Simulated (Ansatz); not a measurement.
# AlBr2F: the cost of one run

Method: the settings change from run to run; program: Ansatz 0.2.0, Gaussian basis.

## 1. The molecule

An earlier PBE0-D4 in a triple-zeta def2 set relaxation fixed the geometry.

SMILES `[F][Al]([Br])[Br]`, 4 atoms, charge 0, spin multiplicity 1.

Atoms are counted from 1 here; the program's logs count them from 0.

Bond lengths: F1–Al2 1.634 Å, Al2–Br3 2.222 Å, Al2–Br4 2.222 Å. Angles: F1–Al2–Br3 119.0°, F1–Al2–Br4 119.0°, Br3–Al2–Br4 122.1°.

Geometry (Å):

```xyz
4
charge 0, multiplicity 1
F     0.0116    0.5857    1.6532
Al    0.0136    0.0289    0.1168
Br    1.4216   -1.5993   -0.4361
Br   -1.3912    0.9244   -1.3541
```

## 2. wPBEh/def2-TZVPP

in.yaml

```yaml
crystal:
  periodic: [false, false, false]
  atoms:
    - {symbol: F, position_ang: [0.011560, 0.585656, 1.653158]}
    - {symbol: Al, position_ang: [0.013604, 0.028871, 0.116754]}
    - {symbol: Br, position_ang: [1.421550, -1.599344, -0.436099]}
    - {symbol: Br, position_ang: [-1.391214, 0.924416, -1.354114]}
basis:
  gaussian: {orbitals: def2-TZVPP}
hamiltonian: {xc: {name: wPBEh}}
output: {forces: true}
```

Launch:

```
> ansatz run in.yaml --threads 4 --pin off --events-out ev --progress --plain --max-ram 10444MiB
```

Q: Estimate wall time and peak memory on 4 threads of Intel Xeon Platinum 8259CL at 2.50GHz, shared host.

About 3.2 s, with a peak of 0.53 GiB.
